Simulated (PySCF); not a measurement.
# FeO4 ([FeO4]-): the cost of one run

The runs use PySCF 2.14.0, with density-fitted response routines of our own; the level of theory stands in each step. All values are computed, except where a source is named. Atoms count from 0, in the outputs and in this text.

## Step 1: The molecule as given

5 atoms, charge -1, multiplicity 2; geometry from: GFN2-xTB. The atoms were then displaced at random by about 0.03 Å, so the start is not that level's minimum.

Bonds of the start (Å): Fe0–O1 1.51, Fe0–O2 1.44, Fe0–O3 1.60, Fe0–O4 1.54.

## Step 2: Relaxing the molecule at PBE0-D3(BJ)/def2-SVP

Job settings and geometry (Å):

```
{"job": {"xc": "PBE0", "basis": "def2-SVP", "d3": "d3bj", "grid": 1, "maxiter": 40, "shake": 0.03, "kind": "geom"}, "charge": -1, "multiplicity": 2}
Fe     0.061080    -0.076460     0.012750
O      0.032510    -0.096550     1.526630
O      1.395560     0.068500    -0.509080
O     -0.618320     1.241000    -0.577130
O     -0.795980    -1.246980    -0.515290
```

The run is started by

```console
OMP_NUM_THREADS=1 python probes_run.py task.json out
```

One launch serves the whole session: the jobs run in the order shown.

Q: Estimate the wall time and peak memory of this first job on 1 thread of Intel Xeon 6975P-C, shared host.

About 1.8 min, with a peak of 0.38 GiB.
